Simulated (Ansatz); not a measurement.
**CH3AlF2 (SMILES [CH3][Al]([F])[F]): PBE/def2-SVPD**

What is the energy change on altering one bond length of CH3AlF2 at PBE/def2-SVPD? 

Program for the calculation: Ansatz 0.2.0.

46 further runs of the same task are left out: 46 set aside as unsound or not needed.

### Step 1. The system as given

CH3AlF2: 7 atoms, total charge 0, spin state singlet. SMILES: `[CH3][Al]([F])[F]`. The shape is that of a PBE0-D4/def2-TZVP optimisation.

Bond lengths: C1–Al2 1.926 Å, Al2–F3 1.644 Å, Al2–F4 1.644 Å, C1–H5 1.091 Å, C1–H6 1.093 Å, C1–H7 1.093 Å. Angles: C1–Al2–F3 121.5°, C1–Al2–F4 122.4°, F3–Al2–F4 116.1°, Al2–C1–H5 111.8°, Al2–C1–H6 110.6°, Al2–C1–H7 110.6°, H5–C1–H6 108.4°, H5–C1–H7 108.4°, H6–C1–H7 106.8°.

### Step 2. A single-point energy at PBE/def2-SVPD

Contents of run.yaml:

```yaml
crystal:
  periodic: [false, false, false]
  atoms:
    - {symbol: C, position_ang: [-0.253600, 0.825900, -0.238700]}
    - {symbol: Al, position_ang: [0.293100, -0.956200, 0.245500]}
    - {symbol: F, position_ang: [1.513200, -1.219500, 1.315500]}
    - {symbol: F, position_ang: [-0.423400, -2.297600, -0.378600]}
    - {symbol: H, position_ang: [-1.075800, 0.816000, -0.956100]}
    - {symbol: H, position_ang: [-0.573400, 1.384500, 0.645100]}
    - {symbol: H, position_ang: [0.581100, 1.378900, -0.678200]}
basis:
  gaussian:
    orbitals: def2-SVPD
hamiltonian:
  xc: pbe
accuracy: high
output:
  orbitals: {seedname: orbitals}
```

The run is started by

```sh
$ ansatz run run.yaml --threads 1 --pin off --max-ram 3480MiB --events-out events.jsonl --progress --plain --runs-dir runs
```

The program printed:

```text
Warning: RAYON_NUM_THREADS=1 ignored (pool sized by the plan → 1); use --threads N
Functional definition: PBE
  name "PBE"
  parameter kappa = 0.804
  parameter beta = 0.06672455060314922
  exchange = pbe_x(kappa = kappa, mu = beta*pi^2/3)
  correlation = pbe_c(beta = beta)
2236 factors; integrals over basis functions are off by at most 3.2e-9 eV
mean field evaluation 1: about -13092.0457 eV, gradient 7.7e1 eV
mean field evaluation 2: about -13062.8530 eV, gradient 1.4e2 eV
mean field evaluation 4: about -13103.6684 eV, gradient 9.8e0 eV
mean field evaluation 8: about -13103.8889 eV, gradient 1.4e-1 eV
mean field evaluation 16: about -13103.8889 eV, gradient 1.9e-6 eV
mean field -13103.88894773 eV, -481.5590366942 hartree, gradient 5.1e-8 eV, S^2 0.000000; 0 other end points of the search recorded, 0 dependent functions left out
reference -13103.88895244 eV, -481.5590368672 hartree; 20, 20 occupied and 94, 94 virtual orbitals, 2236 factors
Total energy: -13103.88895244 eV, -481.5590368672 hartree
```

Wall time 7.8 s (1 thread of Arm Neoverse V1, shared host); peak memory 0.31 GiB.

### Step 3. The distorted shape, same level

Contents of molecule.yaml:

```yaml
crystal:
  periodic: [false, false, false]
  atoms:
    - {symbol: C, position_ang: [0.002233, 0.379033, -0.945720]}
    - {symbol: Al, position_ang: [0.548933, -1.403067, -0.461520]}
    - {symbol: F, position_ang: [1.769033, -1.666367, 0.608480]}
    - {symbol: F, position_ang: [-0.167567, -2.744467, -1.085620]}
    - {symbol: H, position_ang: [-0.819967, 0.369133, -1.663120]}
    - {symbol: H, position_ang: [-0.573400, 1.384500, 0.645100]}
    - {symbol: H, position_ang: [0.836933, 0.932033, -1.385220]}
basis:
  gaussian: {orbitals: def2-SVPD}
hamiltonian: {xc: {name: PBE}}
accuracy: high
output: {orbitals: {seedname: orbitals}}
```

The run is started by

```sh
$ ansatz run molecule.yaml --threads 1 --pin off --max-ram 3480MiB --events-out events.jsonl --progress --plain --runs-dir runs
```

The program printed:

```text
Warning: RAYON_NUM_THREADS=1 ignored (pool sized by the plan → 1); use --threads N
[... 6 set-up lines as earlier in the session ...]
2276 factors; integrals over basis functions are off by at most 3.5e-9 eV
mean field evaluation 1: about -13085.8705 eV, gradient 8.0e1 eV
mean field evaluation 2: about -13041.6278 eV, gradient 1.5e2 eV
mean field evaluation 4: about -13099.1254 eV, gradient 2.3e1 eV
mean field evaluation 8: about -13100.6929 eV, gradient 4.5e-1 eV
mean field evaluation 16: about -13100.6933 eV, gradient 1.6e-5 eV
mean field -13100.69326543 eV, -481.4415975357 hartree, gradient 6.2e-8 eV, S^2 0.000000; 0 other end points of the search recorded, 0 dependent functions left out
reference -13100.69327031 eV, -481.4415977152 hartree; 20, 20 occupied and 94, 94 virtual orbitals, 2276 factors
Total energy: -13100.69327031 eV, -481.4415977152 hartree
```

Run time: 8.4 s. Hardware: 1 thread of Arm Neoverse V1, shared host; peak memory 0.32 GiB.

### Step 4. Outcome

Level: PBE/def2-SVPD.

```
                                                         quantity          value
                                        first shape: total energy  -481.55904 Eh
                                         first shape: HOMO energy       -8.03 eV
                                         first shape: LUMO energy       -1.55 eV
                                       first shape: HOMO–LUMO gap        6.48 eV
                                    distorted shape: total energy  -481.44160 Eh
                                     distorted shape: HOMO energy       -7.66 eV
                                     distorted shape: LUMO energy       -3.67 eV
                                   distorted shape: HOMO–LUMO gap        3.99 eV
energy change with the C1–H6 bond stretched from 1.093 to 1.968 Å       3.196 eV
```

**Reading.** With the C1–H6 bond stretched from 1.093 to 1.968 Å the energy rises by 3.20 eV (74 kcal/mol). The first shape isn't relaxed at this level, so the change isn't measured from a minimum.
